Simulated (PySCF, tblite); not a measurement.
**C5H9GaO: geometry, infrared bands and NMR shifts**

Aim: predict the infrared bands and NMR shifts of C5H9GaO (`C=[C]1C=C[O+](C)[GaH2-]1`).

The runs use tblite 0.8.0 and PySCF 2.14.0, with density-fitted response routines of our own; the level of theory stands in each step. All values are computed, except where a source is named. Atoms are numbered from 0 throughout.

## (1) The starting structure

16 atoms, charge 0, multiplicity 1; geometry from: force field or distance geometry start.

Bonds of the start (Å): C0–C1 1.34, C1–C2 1.45, C2–C3 1.34, C3–O4 1.41, O4–C5 1.43, O4–Ga6 1.83, Ga6–C1 1.93, C0–H7 1.08, C0–H8 1.08, C2–H9 1.08, C3–H10 1.07, C5–H11 1.11, C5–H12 1.10, C5–H13 1.10, Ga6–H14 1.60, Ga6–H15 1.62.

## (2) Geometry optimisation with GFN2-xTB

What the job is given:

```
{"job": {"kind": "relax", "xc": "GFN2-xTB", "basis": "xTB"}, "charge": 0, "multiplicity": 1}
C      1.251300     1.538900     2.054400
C      0.656700     0.913400     1.033500
C      0.282300     1.524400    -0.225900
C     -0.302900     0.725900    -1.134600
O     -0.474900    -0.624400    -0.757200
C     -1.075700    -1.588700    -1.626100
Ga     0.162400    -0.951500     0.923900
H      1.501300     1.008800     2.963900
H      1.474900     2.594800     1.989500
H      0.434900     2.576400    -0.432800
H     -0.623900     1.087900    -2.093900
H     -1.107400    -2.586600    -1.130300
H     -0.484800    -1.671500    -2.549600
H     -2.103800    -1.279500    -1.873600
H      1.435700    -1.924800     0.896200
H     -1.033600    -1.334600     1.951300
```

Command:

```sh
$ OMP_NUM_THREADS=1 python probes_run.py task.json out
```

The driver reads the jobs from task.json and runs them one after another.

**Question.** This job is followed by: GFN2-xTB harmonic vibrations, gas phase; GIAO PBE0/pcSseg-1 NMR shielding, non-relativistic, gas phase. Predict these results of the whole session: strongest single infrared mode (GFN2-xTB); zero-point energy (GFN2-xTB); ¹³C shifts against TMS (PBE0/pcSseg-1); ¹H shifts against TMS (PBE0/pcSseg-1, means over atoms taken as alike); ¹⁷O shifts against H2O (PBE0/pcSseg-1); shieldings of Ga (PBE0/pcSseg-1).

The runs gave:

| quantity | value |
| --- | --- |
| strongest single infrared mode (GFN2-xTB) | 1669 cm⁻¹, 700 km/mol |
| zero-point energy (GFN2-xTB) | 72.5 kcal/mol |
| ¹³C shifts against TMS (PBE0/pcSseg-1) | 161.6, 149.8, 132.4, 131.6, 60.2 ppm |
| ¹H shifts against TMS (PBE0/pcSseg-1, means over atoms taken as alike) | 6.27, 6.20, 6.08, 5.63, 5.22, 3.94 ppm |
| ¹⁷O shifts against H2O (PBE0/pcSseg-1) | 68.5 ppm |
| shieldings of Ga (PBE0/pcSseg-1) | Ga6 1433.0 ppm |

In words: Relaxing lowered the energy by 0.591 eV in 46 steps; the close pair that moved most is O4–Ga6, from 1.827 to 2.107 Å. All 42 modes are real, so the xTB geometry is a minimum. The strongest single mode, at 1669 cm⁻¹, moves mainly H15 and H14. GFN2-xTB is a fitted tight-binding method: band positions and strengths are rough. Its intensities can rank the bands wrongly. At PBE0/pcSseg-1: The widest tensor belongs to C1: span 245 ppm, with a paramagnetic part of -238 ppm. Spin-orbit coupling is left out, which matters for shieldings and couplings at and beside the heavy atoms.
